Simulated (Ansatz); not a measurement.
# Se (Selenium): the cost of one run

Program: Ansatz 0.2.0 through its Python package. Level of theory: DFT LDA, plane waves, PAW. These are calculated values, not measurements.

## (1) Starting point

Se R-3m: It takes space group R-3m (No. 166, trigonal). The conventional cell has a = 3.850 Å, b = 3.850 Å, c = 2.645 Å, α = 90.00°, β = 90.00°, γ = 120.00°. Around Se (site symmetry -3m) lie 8 Se at 2.39 to 2.64 Å.

Se Pm-3m: It takes space group Pm-3m (No. 221, cubic). The conventional cell has a = 2.811 Å, b = 2.811 Å, c = 2.811 Å, α = 90.00°, β = 90.00°, γ = 90.00°. Se (site symmetry m-3m) is surrounded by 6 Se at 2.81 Å.

Input file se_r_3m.cif:

```cif
data_Se
_cell_length_a 2.391269
_cell_length_b 2.391269
_cell_length_c 2.391269
_cell_angle_alpha 107.22278
_cell_angle_beta 107.22278
_cell_angle_gamma 107.22278
_symmetry_space_group_name_H-M 'P 1'
_symmetry_Int_Tables_number 1
loop_
_symmetry_equiv_pos_as_xyz
'x, y, z'
loop_
_atom_site_label
_atom_site_type_symbol
_atom_site_fract_x
_atom_site_fract_y
_atom_site_fract_z
Se1 Se    0.000000    0.000000    0.000000
```

The script reads se_pm_3m.xyz:

```xyz
1
Lattice="2.81056302 0.0 0.0 0.0 2.81056302 0.0 0.0 0.0 2.81056302" Properties=species:S:1:pos:R:3 pbc="T T T"
Se    0.00000000    0.00000000    0.00000000
```

## (2) Script

The input, se_transition.py:

```python
# -*- coding: utf-8 -*-
import logging
import sys
import warnings

import ansatz as az
from ase.io import read
import numpy as np
from tabulate import tabulate

logging.basicConfig(stream=sys.stdout, format="%(levelname)s %(message)s")
logger = logging.getLogger("run")
logger.setLevel(logging.INFO)

K_SPACING = 0.16
FILLING = "fermi_dirac"
WIDTH_EV = 0.05


def compute(name, crystal, pressure=0.0):
    calc = (
        crystal.calculation()
        .functional(az.Functional.LDA)
        .basis(19 * az.Ha)
        .kpoints(spacing=K_SPACING)
        .occupations(FILLING, width=WIDTH_EV)
    )
    calc = calc.relax(force_tolerance=0.02, cell=True, pressure=pressure)
    return calc.run(threads=1, pin="off")


def volume_per_atom(outcome):
    return abs(np.linalg.det(outcome.lattice.cell_ang)) / len(outcome.lattice.sites)

warnings.simplefilter("ignore")

phases = {}
atoms = read("se_r_3m.cif")
r_3m = az.Crystal.from_ase(atoms)
phases["R-3m"] = r_3m
pm_3m = az.Crystal.from_extxyz("se_pm_3m.xyz")
phases["Pm-3m"] = pm_3m

pressures = [0, 20, 40, 60]
enthalpy, volume = {name: [] for name in phases}, {name: [] for name in phases}
for p in pressures:
    for name, crystal in phases.items():
        o = compute(name, crystal, pressure=p)
        volume[name].append(volume_per_atom(o))
        enthalpy[name].append(o.report["energy_sigma0_ev"] / len(o.lattice.sites) + p * volume[name][-1] / 160.21766)
gap = np.array(enthalpy["Pm-3m"]) - np.array(enthalpy["R-3m"])
rows = [(p, va, vb, 1000 * d) for p, va, vb, d in zip(pressures, volume["R-3m"], volume["Pm-3m"], gap)]
print(tabulate(rows, headers=["P (GPa)", "V R-3m (A^3/atom)", "V Pm-3m (A^3/atom)", "H(Pm-3m) - H(R-3m) (meV/atom)"], floatfmt=".4f", tablefmt="rst"))
crossings = [p0 - g0 * (p1 - p0) / (g1 - g0) for p0, p1, g0, g1 in zip(pressures, pressures[1:], gap, gap[1:]) if g0 * g1 < 0]
print("crossing near", [round(float(p), 1) for p in crossings], "GPa") if crossings else print("no crossing in this range")
```

## (3) What the engine is handed

The engine receives this input (first run):

```yaml
crystal:
  lattice:
    - [2.391269, 0.0, 0.0]
    - [-0.7080256538632348, 2.28404621315606, 0.0]
    - [-0.7080256538632348, -0.9607424364606809, 2.072158554410384]
  atoms:
    - { symbol: Se, position: [0.0, 0.0, 0.0] }
basis:
  ecutwfc: 517.016338673772
kpoints:
  mp_grid:
    kspacing: 0.16
hamiltonian:
  xc: lda
scf:
  occupations:
    method: fermi_dirac
    width: 0.05
relax:
  f_tol: 0.02
  cell:
    p_target: 0.0
```

## (4) The run

On the command line:

```sh
$ python se_transition.py
```

What time and memory should one allow on 1 thread of Intel Xeon 6975P-C (Granite Rapids), shared host?

About 3.6 min, with a peak of 0.69 GiB.
